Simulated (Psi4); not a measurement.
**UHSE06/def2-TZVPP (core potential) run of InHCl (SMILES [Cl][InH])**

Aim: the vertical doublet–quartet gap of InHCl at UHSE06/def2-TZVPP (core potential), from 2 runs. 

Program for the calculation: Psi4 1.11.

6 further runs of the same task are left out: 4 that didn't finish, 2 set aside as unsound or not needed.

### 1 The molecule

InHCl: 3 atoms, total charge 0, spin state doublet. SMILES: `[Cl][InH]`. The coordinates come from a PBE0-D4/def2-TZVP relaxation.

Bond lengths: Cl1–In2 2.365 Å, In2–H3 1.773 Å. Angles: Cl1–In2–H3 115.3°.

### 2 Energy and gradient at UHSE06/def2-TZVPP (core potential)

job.dat

```
memory 2200 MB

molecule {
  0 2
  Cl    -3.11767016     0.74984333    -1.63914844
  In     0.77384285     1.02498745     0.54065064
  H      2.32322930    -1.89709606     1.07355341
  units au
  symmetry c1
  no_reorient
  no_com
}

set {
  basis def2-TZVPP
  reference uks
  puream true
  e_convergence 1e-09
  d_convergence 1e-08
  scf_type pk
  dft_radial_points 99
  dft_spherical_points 590
  maxiter 100
}

e_tot, wfn = gradient('hse06', return_wfn=True)
oeprop(wfn, 'QUADRUPOLE', 'LOWDIN_CHARGES', 'DIPOLE')
print_variables()
```

The run is started by

```
psi4 -i job.dat -o job.out -n 1
```

job.out:

```text
[...]
    !!!  WARNING: ECP capability is in beta. Please check occupations closely.  !!!
[...]
  Running in c1 symmetry.
[...]
  Nuclear repulsion =   88.717601216330237
[...]
  Multiplicity = 2
[...]
  Nalpha       = 20
  Nbeta        = 19
[...]
    Number of basis functions: 106
[...]
   @UKS iter   1:  -650.68489703955868   -7.79869e-01   5.69355e-03 ADIIS/DIIS
[...]
   @UKS iter  13:  -650.83044987070468   -1.78488e-11   6.78924e-09 DIIS
[...]
   @S^2 Observed:                7.565350701E-01
[...]
    Orbital Energies [Eh]
    ---------------------
    Alpha Occupied:
       1A   -101.661837     2A     -9.480253     3A     -7.210191
       4A     -7.205851     5A     -7.205513     6A     -4.723139
       7A     -3.121332     8A     -3.115275     9A     -3.112112
      10A     -0.817086    11A     -0.791098    12A     -0.788675
      13A     -0.786194    14A     -0.783900    15A     -0.756810
      16A     -0.427873    17A     -0.336581    18A     -0.305783
      19A     -0.303711    20A     -0.217844
    Alpha Virtual:
      21A     -0.092704    22A     -0.025363    23A      0.025079
      24A      0.055734    25A      0.063377    26A      0.082920
[...]
  @UKS Final Energy:  -650.83044987070468
   => Energetics <=
    Nuclear Repulsion Energy =             88.7176012163302374
    One-Electron Energy =               -1148.3295327668502068
    Two-Electron Energy =                 443.6690990109448194
    DFT Exchange-Correlation Energy =     -34.8876173311295332
    Empirical Dispersion Energy =           0.0000000000000000
    VV10 Nonlocal Energy =                  0.0000000000000000
    Total Energy =                       -650.8304498707046832
[...]
  -Total Gradient:
     Atom            X                  Y                   Z
    ------   -----------------  -----------------  -----------------
       1        0.000638181431     0.000033836332     0.000356225118
       2       -0.000382227670    -0.000522093197    -0.000268802420
       3       -0.000269326516     0.000493963883    -0.000094176580
[...]
 Multipole Moments:
 ------------------------------------------------------------------------------------
     Multipole            Electronic (a.u.)      Nuclear  (a.u.)        Total (a.u.)
 ------------------------------------------------------------------------------------
 L = 1.  Multiply by 2.5417464519 to convert [e a0] to [Debye]
 Dipole X            :         35.3715443          -34.4264636            0.9450807
 Dipole Y            :        -32.1697331           32.3749770            0.2052439
 Dipole Z            :         15.9829807          -15.4383066            0.5446740
 Magnitude           :                                                    1.1099426
 L = 2.  Multiply by 1.3450342976 to convert [e a0^2] to [Debye ang]
 Quadrupole XX       :       -212.8855131          183.2106251          -29.6748880
 Quadrupole XY       :         28.9261073          -27.4926167            1.4334906
[...]
```

Wall time 58 s (1 thread of AMD EPYC 7R43 (Zen 3), shared host); peak memory 0.96 GiB.

### 3 The quartet: a single-point energy at UHSE06/def2-TZVPP (core potential)

input.json

```json
{
 "schema_name": "qcschema_input",
 "schema_version": 1,
 "molecule": {
  "schema_name": "qcschema_molecule",
  "schema_version": 2,
  "symbols": ["Cl", "In", "H"],
  "geometry": [-3.11767016, 0.74984333, -1.63914844, 0.77384285, 1.02498745, 0.54065064, 2.3232293, -1.89709606, 1.07355341],
  "molecular_charge": 0,
  "molecular_multiplicity": 4,
  "fix_symmetry": "c1"
 },
 "driver": "energy",
 "model": {
  "method": "hse06",
  "basis": "def2-TZVPP"
 },
 "keywords": {
  "reference": "uks",
  "puream": true,
  "e_convergence": 1e-09,
  "d_convergence": 1e-08,
  "scf_type": "pk",
  "dft_radial_points": 99,
  "dft_spherical_points": 590,
  "maxiter": 100
 }
}
```

The run is started by

```
psi4 --qcschema input.json -n 1 --memory 2200MB
```

stdout:

```text
[...]
    !!!  WARNING: ECP capability is in beta. Please check occupations closely.  !!!
[...]
  Running in c1 symmetry.
[...]
  Nuclear repulsion =   88.717601216330237
[...]
  Multiplicity = 4
[...]
  Nalpha       = 21
  Nbeta        = 18
[...]
    Number of basis functions: 106
[...]
   @UKS iter   1:  -650.41853993997677   -5.34135e-01   6.11298e-03 DIIS/ADIIS
[...]
   @UKS iter  21:  -650.65037477854844    2.38742e-12   1.42622e-09 DIIS
[...]
   @S^2 Observed:                3.762542908E+00
[...]
    Orbital Energies [Eh]
    ---------------------
    Alpha Occupied:
       1A   -101.733853     2A     -9.550621     3A     -7.287644
       4A     -7.274851     5A     -7.273291     6A     -4.722666
       7A     -3.118797     8A     -3.117210     9A     -3.110760
      10A     -0.868180    11A     -0.797989    12A     -0.786221
      13A     -0.783721    14A     -0.781852    15A     -0.777463
      16A     -0.480797    17A     -0.404253    18A     -0.368176
      19A     -0.358005    20A     -0.242039    21A     -0.132605
    Alpha Virtual:
      22A     -0.044599    23A      0.006668    24A      0.042733
      25A      0.053350    26A      0.070108    27A      0.098678
[...]
  @UKS Final Energy:  -650.65037477854844
   => Energetics <=
    Nuclear Repulsion Energy =             88.7176012163302374
    One-Electron Energy =               -1147.0839739002240094
    Two-Electron Energy =                 442.5587582580828894
    DFT Exchange-Correlation Energy =     -34.8427603527375069
    Empirical Dispersion Energy =           0.0000000000000000
    VV10 Nonlocal Energy =                  0.0000000000000000
    Total Energy =                       -650.6503747785484393
[...]
 Multipole Moments:
 ------------------------------------------------------------------------------------
     Multipole            Electronic (a.u.)      Nuclear  (a.u.)        Total (a.u.)
 ------------------------------------------------------------------------------------
 L = 1.  Multiply by 2.5417464519 to convert [e a0] to [Debye]
 Dipole X            :         34.5957099          -34.3160511            0.2796589
 Dipole Y            :          4.1470086           -4.3716373           -0.2246287
 Dipole Z            :         -0.0000001           -0.0000000           -0.0000001
 Magnitude           :                                                    0.3587020
[...]
```

The result, in JSON:

```text
{
 "driver": "energy",
 "model": {
  "method": "hse06",
  "basis": "def2-TZVPP"
 },
 "success": true,
 "return_result": -650.6503747785484,
 "properties": {
  "calcinfo_nbasis": 106,
  "calcinfo_nmo": 106,
  "calcinfo_nalpha": 21,
  "calcinfo_nbeta": 18,
  "calcinfo_natom": 3,
  "nuclear_repulsion_energy": 88.71760121633024,
  "return_energy": -650.6503747785484,
  "scf_one_electron_energy": -1147.083973900224,
  "scf_two_electron_energy": 442.5587582580829,
  "scf_xc_energy": -34.84276035273751,
  "scf_dipole_moment": [0.2796588662430537, -0.2246286814476468, -6.453507128443752e-08],
  "scf_total_energy": -650.6503747785484,
  "scf_iterations": 21
 }
}
```

Run time: 53 s. Hardware: 1 thread of AMD EPYC 7R43 (Zen 3), shared host; peak memory 0.96 GiB.

### 4 Summary of results

At UHSE06/def2-TZVPP (core potential):

| quantity | value |
| --- | --- |
| doublet: total energy | -650.83045 Eh |
| doublet: dipole moment | 2.82 D |
| doublet: HOMO energy (highest over α and β) | -5.93 eV |
| doublet: LUMO energy (lowest over α and β) | -3.83 eV |
| doublet: ⟨S²⟩ | 0.757 |
| doublet: largest force on an atom | 0.038 eV/Å |
| quartet: total energy | -650.65037 Eh |
| quartet: dipole moment | 0.91 D |
| quartet: HOMO energy (highest over α and β) | -3.61 eV |
| quartet: ⟨S²⟩ | 3.763 |
| vertical energy of the quartet above the doublet | 4.900 eV |

In words: At this shape the quartet lies 4.90 eV (473 kJ/mol) above the doublet.
